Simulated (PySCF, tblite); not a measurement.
# C₇H₁₄FNSi: geometry, infrared bands and NMR shifts

What infrared bands and NMR shifts should C₇H₁₄FNSi (`F[SiH2]N[C@@H]1CC[C@@H]1C1CC1`) show?

The runs use tblite 0.8.0 and PySCF 2.14.0, with density-fitted response routines of our own; the level of theory stands in each step. All values are computed, except where a source is named. Atoms are numbered from 0 throughout.

### Step 1. The molecule as given

24 atoms, charge 0, multiplicity 1; geometry from: force field or distance geometry start.

Bonds of the start (Å): F0–Si1 1.69, Si1–N2 1.71, N2–C3 1.36, C3–C4 1.56, C4–C5 1.50, C5–C6 1.54, C6–C7 1.49, C7–C8 1.53, C8–C9 1.51, C6–C3 1.45, C9–C7 1.49, Si1–H10 1.48, Si1–H11 1.44, N2–H12 1.05, C3–H13 1.12, C4–H14 1.08, C4–H15 1.12, C5–H16 1.10, C5–H17 1.10, C6–H18 1.10, C7–H19 1.11, C8–H20 1.08, C8–H21 1.10, C9–H22 1.12, C9–H23 1.11.

### Step 2. Geometry optimisation with GFN2-xTB

The job: settings as JSON, then the geometry in Å.

```
{"job": {"kind": "relax", "xc": "GFN2-xTB", "basis": "xTB"}, "charge": 0, "multiplicity": 1}
F     -3.998700     1.375400    -0.184200
Si    -2.413700     0.921600     0.194000
N     -1.836100    -0.122200    -1.035500
C     -0.679700    -0.844000    -1.022900
C     -0.726100    -1.822000     0.189700
C      0.761600    -1.673400     0.351000
C      0.624200    -0.423600    -0.536700
C      0.836000     0.777300     0.319400
C      2.328400     0.924900     0.642200
C      1.605900     1.942200    -0.210800
H     -2.541700     0.159900     1.459000
H     -1.680000     2.130400     0.478700
H     -2.550100    -0.521900    -1.687700
H     -0.577400    -1.488800    -1.929100
H     -1.002300    -2.832000    -0.075700
H     -1.290100    -1.393000     1.056500
H      1.038900    -1.394300     1.377800
H      1.395100    -2.434600    -0.122400
H      1.403900    -0.473100    -1.316100
H      0.244600     0.881800     1.253900
H      3.034400     0.284900     0.129200
H      2.598500     1.207600     1.670400
H      1.527900     2.936600     0.293300
H      1.884800     1.899900    -1.286500
```

The run is started by

```console
$ OMP_NUM_THREADS=1 python probes_run.py task.json out
```

This one command runs all jobs of the session in turn.

**Question.** This job is followed by: GFN2-xTB harmonic vibrations, gas phase; GIAO PBE0/pcSseg-1 NMR shielding, non-relativistic, gas phase. What will the session give for the following? strongest single infrared mode (GFN2-xTB); zero-point energy (GFN2-xTB); ¹³C shifts against TMS (PBE0/pcSseg-1); ¹H shifts against TMS (PBE0/pcSseg-1); ¹⁹F shifts against CFCl3 (PBE0/pcSseg-1); ²⁹Si shifts against TMS (PBE0/pcSseg-1); ¹⁵N shifts against NH3 (PBE0/pcSseg-1).

As calculated:

| quantity | value |
| --- | --- |
| strongest single infrared mode (GFN2-xTB) | 2231 cm⁻¹, 372 km/mol |
| zero-point energy (GFN2-xTB) | 123.4 kcal/mol |
| ¹³C shifts against TMS (PBE0/pcSseg-1) | 50.8, 50.7, 28.6, 23.2, 15.9, 5.9, 4.8 ppm |
| ¹H shifts against TMS (PBE0/pcSseg-1) | 5.70, 5.41, 4.01, 2.55, 2.12, 1.70, 1.55, 1.23, 0.78, 0.71, 0.57, 0.55, 0.06, -0.08 ppm |
| ¹⁹F shifts against CFCl3 (PBE0/pcSseg-1) | -215.5 ppm |
| ²⁹Si shifts against TMS (PBE0/pcSseg-1) | -14.2 ppm |
| ¹⁵N shifts against NH3 (PBE0/pcSseg-1) | 43.9 ppm |

What this shows: Relaxing lowered the energy by 1.421 eV in 199 steps; the close pair that moved most is C3–C6, from 1.454 to 1.561 Å. No mode is imaginary among the 66: a minimum at this level. The strongest single mode, at 2231 cm⁻¹, moves mainly H11. Unscaled tight-binding wavenumbers are off by several per cent, some by more. Its intensities can rank the bands wrongly. C3 (sp3 CH bonded to N) lies farthest downfield among carbon, at 50.8 ppm; deshielded by the electronegative neighbour. At PBE0/pcSseg-1: The widest tensor belongs to N2: span 111 ppm, with a paramagnetic part of -102 ppm.
